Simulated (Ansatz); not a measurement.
# GaSi2Ir3: the cost of one run

Program: Ansatz 0.2.0. Level of theory: reference: DFT PBEsol, plane waves, PAW, scalar-relativistic, no spin polarisation. These are calculated values, not measurements.

1 further run of the same task is left out (for a known fault of the program).

### Step 1. The system as given

Symmetry: P6/mmm, No. 191, hexagonal system. Conventional cell: a = 5.702 Å, b = 5.702 Å, c = 3.379 Å, α = 90.00°, β = 90.00°, γ = 120.00°. Ir (site symmetry mmm) has 4 Si at 2.36 Å as nearest neighbours. Around Ga (site symmetry 6/mmm) lie 6 Si at 3.29 Å and 12 Ir at 3.31 Å and 2 Ga at 3.38 Å. Si (site symmetry -6m2) has 6 Ir at 2.36 Å and 3 Ga at 3.29 Å as nearest neighbours.

Structure file:

```xyz
6
Lattice="2.8512 4.9384 0.0000 -2.8512 4.9384 0.0000 0.0000 0.0000 3.3785" Properties=species:S:1:pos:R:3 pbc="T T T"
Ir    0.0000    4.9384    1.6893
Ir    1.4256    2.4692    1.6893
Ir   -1.4256    2.4692    1.6893
Ga    0.0000    0.0000    0.0000
Si   -0.0003    3.2925    0.0000
Si   -0.0003    6.5844    0.0000
```

### Step 2. Baseline

The input, input.yaml:

```yaml
crystal:
  lattice:
    - [2.851205, 4.938432, 0.0]
    - [-2.851205, 4.938432, 0.0]
    - [0.0, 0.0, 3.378538]
  atoms:
    - { symbol: Ir, position: [0.5, 0.5, 0.5] }
    - { symbol: Ir, position: [0.5, 0.0, 0.5] }
    - { symbol: Ir, position: [0.0, 0.5, 0.5] }
    - { symbol: Ga, position: [0.0, 0.0, 0.0] }
    - { symbol: Si, position: [0.3333, 0.3334, 0.0] }
    - { symbol: Si, position: [0.6666, 0.6667, 0.0] }
  symmetry: { tolerance: 0.0003 }
kpoints:
  mp_grid: { grid: [4, 4, 5], shift: [0, 0, 0] }
magnetization:
  spin_polarized: false
scf:
  occupations: { method: fermi_dirac }
hamiltonian:
  pseudopotentials: { kind: paw }
  xc: pbesol
basis:
  ecutwfc: 420
output:
  forces: true
  stress: true
  eigenvalues: true
relax:
  max_steps: 40
  cell: {}
```

Command:

```console
$ ansatz run input.yaml --threads 1 --pin off --max-ram 2560MiB --backend cpu --events-out ev --progress --plain --runs-dir out
```

**Question.** How long does this run take on 1 thread of Arm Neoverse V2, shared host, and how much memory does it need?

About 27 s, with a peak of 0.39 GiB.
